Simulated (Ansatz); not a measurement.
Geometry optimisation, DFT PBE, scalar-relativistic, plane waves, PAW in Ansatz 0.2.0.

Input file:

```yaml
crystal:
  lattice:
    - [0.0, 4.2052, 4.2052]
    - [4.2052, 0.0, 4.2052]
    - [4.2052, 4.2052, 0.0]
  atoms:
    - { symbol: Mg, position: [0.0, 0.0, 0.0] }
    - { symbol: O, position: [0.25, 0.25, 0.25] }
    - { symbol: Mg, position: [0.0, 0.0, 0.5] }
    - { symbol: O, position: [0.25, 0.25, 0.75] }
    - { symbol: Mg, position: [0.0, 0.5, 0.0] }
    - { symbol: O, position: [0.25, 0.75, 0.25] }
    - { symbol: Mg, position: [0.0, 0.5, 0.5] }
    - { symbol: O, position: [0.25, 0.75, 0.75] }
    - { symbol: Mg, position: [0.5, 0.0, 0.0] }
    - { symbol: O, position: [0.75, 0.25, 0.25] }
    - { symbol: Mg, position: [0.5, 0.0, 0.5] }
    - { symbol: O, position: [0.75, 0.25, 0.75] }
    - { symbol: Mg, position: [0.5, 0.5, 0.0] }
    - { symbol: O, position: [0.75, 0.75, 0.25] }
    - { symbol: Mg, position: [0.5, 0.5, 0.5] }
    - { symbol: O, position: [0.75, 0.75, 0.75] }
    - { symbol: H, position: [0.60748138, 0.63309734, 0.63798867], spin: 1.0 }
magnetization:
  spin_polarized: true
basis:
  ecutwfc: 420.0
kpoints:
  mp_grid: { grid: [2, 2, 2] }
hamiltonian:
  xc: pbe
scf:
  occupations: { method: gaussian, width: 0.05 }
  lower_state_search: "off"
relax:
  f_tol: 0.03
  max_steps: 60
  adjacent_minimum: "off"
```

Run as:

```bash
$ ansatz run input.yaml --threads 2 --pin off --max-ram 5120MiB --backend cpu --events-out ev --progress --plain --runs-dir out
```

**Question.** Where does it end, and by what steps?

**Answer.** It converged. Limits of this set-up: coarse k mesh, a small cell, in which the defect meets its images. After 3 steps the energy has fallen by 0.293 eV; H17 moved furthest, 0.09 Å.

```json
{"step": "0", "energy less start (eV)": "0.0000", "largest force component (eV/Å)": "1.021", "accepted": "yes"}
{"step": "1", "energy less start (eV)": "-0.2088", "largest force component (eV/Å)": "0.479", "accepted": "yes"}
{"step": "2", "energy less start (eV)": "-0.2895", "largest force component (eV/Å)": "0.079", "accepted": "yes"}
{"step": "3", "energy less start (eV)": "-0.2929", "largest force component (eV/Å)": "0.011", "accepted": "yes"}
```

```xyz
17
Lattice="0.0000 4.2052 4.2052 4.2052 0.0000 4.2052 4.2052 4.2052 0.0000" Properties=species:S:1:pos:R:3
Mg 0.004 -0.002 -0.003
O 2.110 2.103 2.102
Mg 2.109 2.102 -0.003
O 4.208 4.202 2.102
Mg 2.109 -0.002 2.101
O 4.208 2.103 4.201
Mg 4.198 2.114 2.113
O 6.360 4.157 4.156
Mg 0.004 2.102 2.101
O 2.110 4.202 4.201
Mg 2.121 4.191 2.113
O 4.164 6.353 4.156
Mg 2.121 2.114 4.190
O 4.164 4.158 6.352
Mg 4.198 4.191 4.190
O 6.359 6.353 6.352
H 5.262 5.255 5.254
```

The run took 21 s on 2 threads of Arm Neoverse V2, on a shared host, peak memory 0.47 GiB.
